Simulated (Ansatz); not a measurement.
# GeAs5: the cost of one run

Program: Ansatz 0.2.0. Level of theory: DFT PBE, scalar-relativistic, plane waves, PAW. These are calculated values, not measurements.

1 further run of the same task is left out (it didn't finish).

## Step 1: The structure to begin with

The structure is hexagonal, space group P6/mmm (No. 191). Conventional cell: a = 5.763 Å, b = 5.763 Å, c = 4.690 Å, α = 90.00°, β = 90.00°, γ = 120.00°. Around Ge (site symmetry 6/mmm) lie 18 As at 3.33 to 3.72 Å. As (site symmetry -6m2) has 9 As at 2.88 to 3.33 Å and 3 Ge at 3.33 Å in its first shell of neighbours. As (site symmetry mmm) is surrounded by 8 As at 2.88 Å and 4 Ge at 3.72 Å.

As a file:

```cif
data_structure
_symmetry_space_group_name_H-M 'P 1'
_symmetry_Int_Tables_number 1
_cell_length_a 5.7628
_cell_length_b 5.7628
_cell_length_c 4.6904
_cell_angle_alpha 90.000
_cell_angle_beta 90.000
_cell_angle_gamma 120.000
_cell_volume 134.90
loop_
_atom_site_label
_atom_site_type_symbol
_atom_site_fract_x
_atom_site_fract_y
_atom_site_fract_z
_atom_site_occupancy
Ge1 Ge 0.00000 0.00000 0.00000 1
As1 As 0.33333 0.66667 0.00000 1
As2 As 0.66667 0.33333 0.00000 1
As3 As 0.50000 0.00000 0.50000 1
As4 As 0.50000 0.50000 0.50000 1
As5 As 0.00000 0.50000 0.50000 1
```

A structure generator made this guess: species swapped into a database cell of SrAg5 (P6/mmm, No. 191), with Ge on the Sr sites and As on the Ag sites. Lengths come from tabulated atomic sizes and are only a guess.

## Step 2: The guess as it stands, on a coarse mesh

input.yaml reads:

```yaml
crystal:
  lattice:
    - [5.76277077, 0.0, 0.0]
    - [-2.88138538, 4.99070588, 0.0]
    - [0.0, 0.0, 4.69043825]
  atoms:
    - { symbol: Ge, position: [0.0, 0.0, 0.0] }
    - { symbol: As, position: [0.33333333, 0.66666667, 0.0] }
    - { symbol: As, position: [0.66666667, 0.33333333, 0.0] }
    - { symbol: As, position: [0.5, 0.0, 0.5] }
    - { symbol: As, position: [0.5, 0.5, 0.5] }
    - { symbol: As, position: [0.0, 0.5, 0.5] }
basis:
  ecutwfc: 420
kpoints:
  mp_grid: { grid: [3, 3, 4] }
hamiltonian:
  xc: pbe
scf:
  occupations: { method: gaussian, width: 0.1 }
  lower_state_search: "off"
output:
  forces: true
  stress: true
  eigenvalues: true
```

Run with:

```
$ ansatz run input.yaml --threads 1 --pin off --max-ram 2560MiB --backend cpu --events-out ev --progress --plain --runs-dir out
```

Q: Estimate wall time and peak memory on 1 thread of Intel Xeon 6975P-C (Granite Rapids), shared host.

About 2.6 s, with a peak of 0.46 GiB.
